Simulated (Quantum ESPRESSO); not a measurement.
The system is SnSe2.

```
Sn Se
1.0
     3.81100    0.00000    0.00000
    -1.90550    3.30042    0.00000
     0.00000    0.00000    6.13600
Sn Se
1 2
Direct
  0.00000 0.00000 0.00000
  0.66667 0.33333 0.75100
  0.33333 0.66667 0.24900
```

Base run:

```yaml
Program: Quantum ESPRESSO 7.5
Functional: LDA
Potentials_or_basis: GBRV 1.5 LDA
Cutoff: 925 eV
Density_cutoff: 7401 eV
k_mesh: 8 × 8 × 5
Occupations: fermi-dirac, width 0.05 eV
Spin: no spin polarisation
```

Its results: band gap on the k mesh 0.66 eV, indirect (least direct gap 0.86 eV); pressure 0.8 GPa; largest force 0.496 eV/Å.

Problem. The run is repeated on the same cell with these changes: functional from LDA to PBEsol; potentials or basis from GBRV 1.5 LDA to GBRV 1.5 PBEsol. What comes out?

Solution. Band gap on the k mesh 0.73 eV, indirect (least direct gap 0.99 eV); pressure 2.5 GPa; largest force 0.609 eV/Å.

Caveats: some levels on the path didn't converge; spin-orbit coupling is left out, which moves the levels of the heavy elements; this functional lacks dispersion, which binds the layers, so the pressure and a relaxed spacing across them are unreliable (some runs).

A k mesh can miss the band edges.
